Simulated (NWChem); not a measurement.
# BB1K/aug-pcseg-1 (density fitting with weigend coulomb fitting) run of GaH3O (GaH2(OH))

What is the energy change on altering one bond length of GaH3O (GaH2(OH)) at BB1K/aug-pcseg-1 (density fitting with weigend coulomb fitting)? 

The results are computed with NWChem 7.3.0.

3 further runs of the same task are left out: 1 that didn't finish, 2 set aside as unsound or not needed.

### Step 1. Starting point

The species is GaH3O (5 atoms), meant as a singlet with charge 0. SMILES: `[H][Ga]([H])[OH]`. The shape comes from GFN2-xTB, which is rough for such elements, and wasn't checked as a minimum.

Bond lengths: Ga1–O4 1.682 Å, Ga1–H2 1.540 Å, Ga1–H3 1.542 Å, O4–H5 0.950 Å. Angles: Ga1–O4–H5 176.5°, H2–Ga1–O4 116.1°, H3–Ga1–O4 117.9°, H2–Ga1–H3 126.0°.

### Step 2. The charge distribution at BB1K/aug-pcseg-1 (density fitting with weigend coulomb fitting)

Contents of m1.nw:

```
start m1
memory total 2200 mb
charge 0

geometry units angstrom noautosym nocenter noautoz
   Ga     0.293780     0.490920    -0.110630
   H      1.826770     0.378040    -0.207030
   H     -0.531820     1.781830    -0.280820
   O     -0.535280    -0.937360     0.210110
   H     -1.053450    -1.713430     0.388370
end

basis spherical
   * library aug-pcseg-1
end

basis "cd basis" spherical
   * library "weigend coulomb fitting"
end

dft
   xc bb1k
   grid fine
   iterations 100
   mulliken
   print low
end

property
   dipole
   efieldgrad
   efield
   mulliken
   esp
end

task dft property
```

The run is started by

```console
nwchem m1.nw > m1.out
```

Log:

```text
[...]
 d= 0,ls=0.0,diis     1  -2001.7992006956 -2.12D+03  1.21D-02  5.39D-01     4.4
[...]
 d= 0,ls=0.0,diis     7  -2001.8592312151 -1.54D-08  1.39D-06  2.18D-09    20.4
         Total DFT energy =    -2001.859231215099
      One electron energy =    -3016.614703408970
           Coulomb energy =      986.277295213473
    Exchange-Corr. energy =      -85.078825179986
 Nuclear repulsion energy =      113.557002160384
[...]
      Total Density - Mulliken Population Analysis
     ---------------------------------------------
    Atom       Charge   Shell Charges
 -----------   ------   -------------------------------------------------------
    1 Ga  31    30.40   2.00  2.00  2.00  0.76  0.44  0.03  6.00  5.98  0.79  0.20  0.01 10.00  0.09  0.09
    2 H    1     1.13   0.74  0.39 -0.02  0.01  0.02
    3 H    1     1.12   0.74  0.39 -0.03  0.01  0.02
    4 O    8     8.34   2.00  0.86  0.90 -0.40  3.01  1.98  0.01  0.00 -0.02
    5 H    1     1.02   0.71  0.13 -0.02  0.06  0.14
[...]
   Dipole moment        0.4966044653 Debye(s)
             DMX       -0.3419303318 DMXEFC        0.0000000000
             DMY       -0.3493594898 DMYEFC        0.0000000000
             DMZ        0.0874505005 DMZEFC        0.0000000000
   -EFC- dipole         0.0000000000 DEBYE(S)
   Total dipole         0.4966044653 DEBYE(S)
[...]
```

Run time: 21 s. Hardware: 1 thread of Intel Xeon Platinum 8259CL at 2.50GHz (Skylake/Cascade Lake), shared host; peak memory 0.14 GiB.

Atomic charges (e):

```tsv
atom	Mulliken	Löwdin
Ga1	+0.603	+0.790
H2	-0.125	-0.150
H3	-0.121	-0.150
O4	-0.340	-0.510
H5	-0.018	+0.020
```

### Step 3. The distorted shape

Contents of gah3o.nw:

```
start gah3o
title "GaH3O properties"
memory total 2200 mb
geometry noautosym nocenter
 zmatrix
   Ga
   H 1 r2
   H 1 r3 2 a3
   O 1 r4 2 a4 3 d4
   H 4 r5 2 a5 1 d5
 variables
   r2 1.54016
   r3 1.541762
   a3 125.97665
   r4 1.850551
   a4 116.11811
   d4 179.98872
   r5 0.950032
   a5 154.86103
   d5 179.83659
 end
end
basis "ao basis" spherical
 Ga library aug-pcseg-1
 H library aug-pcseg-1
 O library aug-pcseg-1
end
basis "cd basis" spherical
 Ga library "weigend coulomb fitting"
 H library "weigend coulomb fitting"
 O library "weigend coulomb fitting"
end
dft
 xc bb1k
 grid fine
 iterations 100
 mulliken
end
property
 dipole
 efieldgrad
 efield
 mulliken
 esp
end
task dft property
```

The run is started by

```console
nwchem gah3o.nw > gah3o.out
```

Log:

```text
[...]
          Wavefunction type:  closed shell.
          No. of atoms     :     5
          No. of electrons :    42
[...]
          Charge           :     0
          Spin multiplicity:     1
[...]
          AO basis - number of functions:    86
[...]
              XC Information
              --------------
                         BB1K Method XC Functional
                     Hartree-Fock (Exact) Exchange  0.420
                    Becke 1988 Exchange Functional  0.580
                         B95 Correlation Potential  1.000
[...]
 d= 0,ls=0.0,diis     1  -2001.7894227552 -2.11D+03  1.31D-02  5.88D-01     4.4
[...]
 d= 0,ls=0.0,diis     7  -2001.8592539055 -1.92D-08  2.77D-06  3.69D-09    20.2
         Total DFT energy =    -2001.859253905525
      One electron energy =    -3001.068265505166
           Coulomb energy =      978.300009034673
    Exchange-Corr. energy =      -85.013228996479
 Nuclear repulsion energy =      105.922231561447
[...]
      Total Density - Mulliken Population Analysis
     ---------------------------------------------
    Atom       Charge   Shell Charges
 -----------   ------   -------------------------------------------------------
    1 Ga  31    30.29   2.00  2.00  2.00  0.80  0.33  0.03  6.00  5.98  0.75  0.19  0.01 10.01  0.10  0.09
    2 H    1     1.11   0.73  0.38 -0.02  0.01  0.02
    3 H    1     1.10   0.73  0.38 -0.03  0.01  0.02
    4 O    8     8.50   2.00  0.86  0.90 -0.27  2.97  1.99  0.07  0.00 -0.02
    5 H    1     0.99   0.71  0.12 -0.02  0.06  0.12
[...]
   Dipole moment        0.5917114193 Debye(s)
             DMX        0.5703473458 DMXEFC        0.0000000000
             DMY       -0.0013233995 DMYEFC        0.0000000000
             DMZ        0.1575581081 DMZEFC        0.0000000000
   -EFC- dipole         0.0000000000 DEBYE(S)
   Total dipole         0.5917114193 DEBYE(S)
[...]
```

Wall time 21 s (1 thread of Intel Xeon Platinum 8259CL at 2.50GHz (Skylake/Cascade Lake), shared host); peak memory 0.14 GiB.

Atomic charges (e):

```tsv
atom	Mulliken	Löwdin
Ga1	+0.706	+0.820
H2	-0.109	-0.150
H3	-0.104	-0.150
O4	-0.504	-0.510
H5	+0.011	+0.000
```

### Step 4. What came out

Level: BB1K/aug-pcseg-1 (density fitting with weigend coulomb fitting).

```
                                                          quantity           value
                                         first shape: total energy  -2001.85923 Eh
                                        first shape: dipole moment          0.50 D
                                     distorted shape: total energy  -2001.85925 Eh
                                    distorted shape: dipole moment          0.59 D
                                      distorted shape: HOMO energy        -8.70 eV
                                      distorted shape: LUMO energy        -0.82 eV
                                    distorted shape: HOMO–LUMO gap         7.88 eV
energy change with the Ga1–O4 bond stretched from 1.682 to 1.851 Å       -0.001 eV
```

With the Ga1–O4 bond stretched from 1.682 to 1.851 Å the energy falls by 0.00 eV (0.0 kcal/mol). The first shape isn't relaxed at this level, so the change isn't measured from a minimum.
